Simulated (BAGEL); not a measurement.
**C2H5AlO (SMILES [CH3][Al]1[CH2][O]1) at B3LYP/6-31G(d) (density fitting with qzvpp-jkfit, spherical functions)**

Aim: the energy change on altering one bond length of C2H5AlO at B3LYP/6-31G* (density fitting with qzvpp-jkfit, spherical functions), from 2 runs. 

Program for the calculation: BAGEL 1.2.2.

1 further run of the same task is left out (set aside as unsound or not needed).

**1. The structure to begin with**

The species is C2H5AlO (9 atoms), meant as a singlet with charge 0. As SMILES, `[CH3][Al]1[CH2][O]1`. Geometry: relaxed at PBE0-D4/def2-TZVP.

Bond lengths: C1–Al2 1.934 Å, Al2–C3 1.883 Å, Al2–O4 1.707 Å, C3–O4 1.488 Å, C1–H5 1.093 Å, C1–H6 1.091 Å, C1–H7 1.094 Å, C3–H8 1.091 Å, C3–H9 1.091 Å. Some angles: C1–Al2–C3 171.7°, C1–Al2–O4 139.6°, C3–Al2–O4 48.7°, Al2–C3–O4 59.5°, Al2–O4–C3 71.8°, Al2–C1–H5 110.3°, Al2–C1–H6 112.2°, Al2–C1–H7 110.1°, Al2–C3–H8 123.8°, Al2–C3–H9 123.8°.

**2. The energy at B3LYP/6-31G(d) (density fitting with qzvpp-jkfit, spherical functions)**

File input.json:

```json
{ "bagel": [

{
  "title": "molecule",
  "basis": "6-31gs.json",
  "df_basis": "qzvpp-jkfit",
  "angstrom": true,
  "geometry": [
    { "atom": "C", "xyz": [   -0.670900,    1.320200,   -1.081500 ] },
    { "atom": "Al", "xyz": [    0.051300,   -0.076700,    0.044200 ] },
    { "atom": "C", "xyz": [    0.678700,   -1.280200,    1.349300 ] },
    { "atom": "O", "xyz": [    0.789300,   -1.609500,   -0.097900 ] },
    { "atom": "H", "xyz": [    0.039700,    1.575000,   -1.872100 ] },
    { "atom": "H", "xyz": [   -0.900200,    2.226000,   -0.517500 ] },
    { "atom": "H", "xyz": [   -1.591200,    0.976800,   -1.562100 ] },
    { "atom": "H", "xyz": [    0.038500,   -1.980500,    1.887700 ] },
    { "atom": "H", "xyz": [    1.653200,   -1.197400,    1.832800 ] }
  ]
},
{
  "title": "ks",
  "xc_func": "b3lyp"
},
{
  "title": "print",
  "file": "orbitals.molden",
  "orbitals": true
}

]}
```

The basis set 6-31G* is read from a file made from the Basis Set Exchange's data (not shown).

Run with:

```sh
$ BAGEL_NUM_THREADS=1 BAGEL input.json > input.out
```

Output:

```text
* using 1 threads per process

  ===============================================================
  ===============================================================

  *** Geometry ***

  { "atom" : "C", "xyz" : [     -1.267817,      2.494816,     -2.043739 ] },
  { "atom" : "Al", "xyz" : [      0.096943,     -0.144942,      0.083526 ] },
  { "atom" : "C", "xyz" : [      1.282557,     -2.419227,      2.549807 ] },
  { "atom" : "O", "xyz" : [      1.491561,     -3.041514,     -0.185004 ] },
  { "atom" : "H", "xyz" : [      0.075022,      2.976319,     -3.537756 ] },
  { "atom" : "H", "xyz" : [     -1.701131,      4.206530,     -0.977933 ] },
  { "atom" : "H", "xyz" : [     -3.006932,      1.845884,     -2.951941 ] },
  { "atom" : "H", "xyz" : [      0.072754,     -3.742603,      3.567236 ] },
  { "atom" : "H", "xyz" : [      3.124095,     -2.262758,      3.463490 ] },

  Number of auxiliary basis functions:      445

  Since a DF basis is specified, we compute 2- and 3-index integrals:
    o Being stored without compression. Storage requirement is 0.017 GB

  Number of basis functions:       70
  Number of electrons      :       38

    * METHOD: MOLECULE                             0.19

  *** Kohn-Sham DFT ***

    * Removing 16240 points whose weight is below 1.00e-10
    * Grid points: 117914

  === Nuclear Repulsion ===
   145.5006298024

       - DIIS with orbital gradients will be used.

  === KS iteration (b3lyp / 6-31gs.json) ===
      0       -361.27248502          0.15543884           0.30
      1       -304.19308217          0.23815956           0.29
      2       -308.17225130          0.17964664           0.28
      3       -363.07687680          0.19364135           0.28
      4       -395.62928778          0.05116331           0.28
      5       -391.58220018          0.10786640           0.28
      6       -396.08872357          0.04052079           0.28
      7       -394.70866990          0.07784860           0.28
      8       -396.62916371          0.02532668           0.28
      9       -396.83684072          0.00561790           0.30
     10       -396.84761305          0.00237195           0.36
     11       -396.84994589          0.00050641           0.30
     12       -396.85003109          0.00007969           0.32
     13       -396.85003358          0.00003342           0.35
     14       -396.85003405          0.00000467           0.33
     15       -396.85003406          0.00000199           0.30
     16       -396.85003406          0.00000200           0.28
     17       -396.85003406          0.00000043           0.28
     18       -396.85003406          0.00000021           0.27
     19       -396.85003406          0.00000005           0.27
     20       -396.85003406          0.00000002           0.27
     21       -396.85003406          0.00000000           0.28
    * SCF iteration converged.

    * Permanent dipole moment:
           (    0.537887,    -1.098774,     0.086318) a.u.

    * METHOD: KS                                   7.08

    * METHOD: PRINT                                0.01

  ===============================================================
```

Wall time 7.5 s (1 thread of Arm Neoverse V1, shared host); peak memory 0.4 GiB.

**3. The distorted shape at the same level**

File job.json:

```json
{ "bagel" : [

{
  "title" : "molecule",
  "basis" : "6-31gs.json",
  "df_basis" : "qzvpp-jkfit",
  "angstrom" : true,
  "geometry" : [
    { "atom" : "C", "xyz" : [   -0.556249,    0.867297,   -1.363502 ] },
    { "atom" : "Al", "xyz" : [    0.165951,   -0.529603,   -0.237802 ] },
    { "atom" : "C", "xyz" : [    0.793351,   -1.733103,    1.067298 ] },
    { "atom" : "O", "xyz" : [    0.903951,   -2.062403,   -0.379902 ] },
    { "atom" : "H", "xyz" : [    0.154351,    1.122097,   -2.154102 ] },
    { "atom" : "H", "xyz" : [   -0.900200,    2.226000,   -0.517500 ] },
    { "atom" : "H", "xyz" : [   -1.476549,    0.523897,   -1.844102 ] },
    { "atom" : "H", "xyz" : [    0.153151,   -2.433403,    1.605698 ] },
    { "atom" : "H", "xyz" : [    1.767851,   -1.650303,    1.550798 ] }
  ]
},
{ "title" : "ks", "xc_func" : "b3lyp" },
{ "title" : "print", "file" : "orbitals.molden", "orbitals" : true }

]}
```

The basis set 6-31G* is read from a file made from the Basis Set Exchange's data (not shown).

Run with:

```sh
$ BAGEL_NUM_THREADS=1 BAGEL job.json > job.out
```

Output:

```text
* using 1 threads per process

  ===============================================================
  ===============================================================

  *** Geometry ***

  { "atom" : "C", "xyz" : [     -1.051158,      1.638954,     -2.576645 ] },
  { "atom" : "Al", "xyz" : [      0.313602,     -1.000805,     -0.449381 ] },
  { "atom" : "C", "xyz" : [      1.499216,     -3.275090,      2.016901 ] },
  { "atom" : "O", "xyz" : [      1.708220,     -3.897377,     -0.717911 ] },
  { "atom" : "H", "xyz" : [      0.291681,      2.120456,     -4.070663 ] },
  { "atom" : "H", "xyz" : [     -1.701131,      4.206530,     -0.977933 ] },
  { "atom" : "H", "xyz" : [     -2.790273,      0.990022,     -3.484848 ] },
  { "atom" : "H", "xyz" : [      0.289413,     -4.598465,      3.034329 ] },
  { "atom" : "H", "xyz" : [      3.340754,     -3.118621,      2.930583 ] },

  Number of auxiliary basis functions:      445

  Since a DF basis is specified, we compute 2- and 3-index integrals:
    o Being stored without compression. Storage requirement is 0.017 GB

  Number of basis functions:       70
  Number of electrons      :       38

    * METHOD: MOLECULE                             0.22

  *** Kohn-Sham DFT ***

    * Removing 15642 points whose weight is below 1.00e-10
    * Grid points: 118512

  === Nuclear Repulsion ===
   143.8730776792

       - DIIS with orbital gradients will be used.

  === KS iteration (b3lyp / 6-31gs.json) ===
      0       -361.67629323          0.15426873           0.30
      1       -306.32854035          0.20971299           0.29
      2       -309.67858023          0.17718265           0.29
      3       -381.11858950          0.15605009           0.29
      4       -395.40472190          0.05753672           0.29
      5       -395.91454793          0.05215450           0.29
      6       -396.71888606          0.01196566           0.29
      7       -396.74395546          0.00992613           0.29
      8       -396.76816342          0.00446090           0.29
      9       -396.77576461          0.00048895           0.29
     10       -396.77584461          0.00008881           0.31
     11       -396.77584706          0.00001212           0.32
     12       -396.77584707          0.00001054           0.30
     13       -396.77584711          0.00000129           0.30
     14       -396.77584712          0.00000042           0.30
     15       -396.77584712          0.00000025           0.30
     16       -396.77584712          0.00000006           0.29
     17       -396.77584712          0.00000001           0.30
     18       -396.77584712          0.00000000           0.29
    * SCF iteration converged.

    * Permanent dipole moment:
           (    0.494882,    -0.943580,     0.165353) a.u.

    * METHOD: KS                                   6.22

    * METHOD: PRINT                                0.01

  ===============================================================
```

Run time: 6.9 s. Hardware: 1 thread of Arm Neoverse V1, shared host; peak memory 0.4 GiB.

**4. Summary of results**

At B3LYP/6-31G* (density fitting with qzvpp-jkfit, spherical functions):

| quantity | value |
| --- | --- |
| first shape: total energy | -396.85003 Eh |
| first shape: dipole moment | 3.12 D |
| first shape: HOMO energy | -5.79 eV |
| first shape: LUMO energy | -0.60 eV |
| first shape: HOMO–LUMO gap | 5.19 eV |
| distorted shape: total energy | -396.77585 Eh |
| distorted shape: dipole moment | 2.74 D |
| distorted shape: HOMO energy | -5.84 eV |
| distorted shape: LUMO energy | -1.21 eV |
| distorted shape: HOMO–LUMO gap | 4.63 eV |
| energy change with the C1–H6 bond stretched from 1.091 to 1.637 Å | 2.019 eV |

**Reading.** With the C1–H6 bond stretched from 1.091 to 1.637 Å the energy rises by 2.02 eV (195 kJ/mol). The first shape isn't relaxed at this level, so the change isn't measured from a minimum.
